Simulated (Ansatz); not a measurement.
Crystal: TeRu.

```
Ru Te
1.0
     3.79508    0.00000    0.00000
    -1.89754    3.28664    0.00000
     0.00000    0.00000    3.70381
Ru Te
1 1
Cartesian
  0.0000 0.0000 0.0000
  1.8975 1.0955 1.8519
```

The cell comes from a database or a generator and needn't be the stable form of this composition.

Program: Ansatz 0.2.0. Alike in all runs: task single point; potentials or basis Ansatz PAW; cell as given; k mesh 6 × 6 × 5; cutoff (eV) 420; smearing gaussian 0.05 eV.

Problem. Order these runs on this cell by their pressure, lowest first.
A. level PBEsol+U; spin non-collinear, random start; U Ru d U = 4 eV
B. level LDA+U; spin off; U Ru d U = 2 eV
C. level PBEsol+U; spin collinear, program default start; U Ru d U = 2 eV

Solution. B (-20.7 GPa), C (-18.7 GPa), A (-2.2 GPa).

Caveats: the PAW data sets come from PBE, with cores solved anew for the run's functional, which leaves a small shift of forces and pressure; the U is typed as a test and isn't derived for this compound; the magnetic or orbital state may not be the lowest (some runs); U without spin polarisation on a metal has little footing (some runs).

Not every run made on this cell is shown here.
